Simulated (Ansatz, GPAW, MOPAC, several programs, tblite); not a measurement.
# What cheap methods get right for FeIBr (a single layer)

Aim: run FeIBr as a single layer in vacuum through methods of unlike cost and see what each gets, and at what price.

Method: no spin polarisation, static lattice; gaps from single points on the cell relaxed beforehand with r²SCAN, in MOPAC, tblite, GPAW, Ansatz (versions at each run).

## (1) The structure to begin with

Symmetry: P3m1, No. 156, trigonal system. Conventional cell: a = 3.648 Å, b = 3.648 Å, c = 30.505 Å, α = 90.00°, β = 90.00°, γ = 120.00°. Fe (site symmetry 3m) has 3 I at 2.51 Å and 3 Br at 2.75 Å as nearest neighbours. Br (site symmetry 3m) has 3 Fe at 2.75 Å and 1 I at 3.14 Å as nearest neighbours. I (site symmetry 3m) is surrounded by 3 Fe at 2.51 Å.

Coordinates:

```
CELL_PARAMETERS angstrom
3.64828 0.00000 0.00000
-1.82414 3.15950 0.00000
0.00000 0.00000 30.50512
ATOMIC_POSITIONS crystal
Fe 0.33333 0.66667 0.29067
Br 0.66667 0.33333 0.34869
I 0.66667 0.33333 0.24574
```

The cell holds a single layer (2H monolayer (Janus)) with vacuum along c; the form is built, and need not be the compound's stable one.

**Question.** The methods are PM6, PM7, GFN1-xTB (tblite), GFN2-xTB (tblite), PBE/single-zeta, coarse PBE, GLLB-SC, PBE, r2SCAN. What gap does r2SCAN give on this cell, and which other methods (full PBE left aside) come nearest to r2SCAN and farthest in gap?

```
                                      quantity                                                           value
                                        r2SCAN                                                     gap 0.66 eV
gap: nearest and farthest of the other methods  GFN2-xTB (tblite), GLLB-SC (about 0.29 eV off); PM7 (+6.60 eV)
```

**Reading.** For the gap (full PBE left aside), GFN2-xTB (tblite), GLLB-SC tie for nearest to r2SCAN; PM7 is farthest. A minimal basis or a coarse cutoff and mesh shifts results by its own error, so closeness to r2SCAN can be chance. Cluster runs see only the k-points that fold onto the zone centre, so their gaps can miss the band edges. GLLB-SC is compared with its derivative discontinuity added. CPU times run from 0.92 s (GFN1-xTB (tblite)) to 77 s (PM6). On this cell PM6, GLLB-SC cost more than r2SCAN itself (46 s), so they are no saving here. A cluster method computes far more atoms than the primitive cell, so on a small crystal it can cost more than plane waves. r2SCAN is a yardstick, not the truth: it usually gives gaps below the measured ones. Spin-orbit coupling is left out throughout.
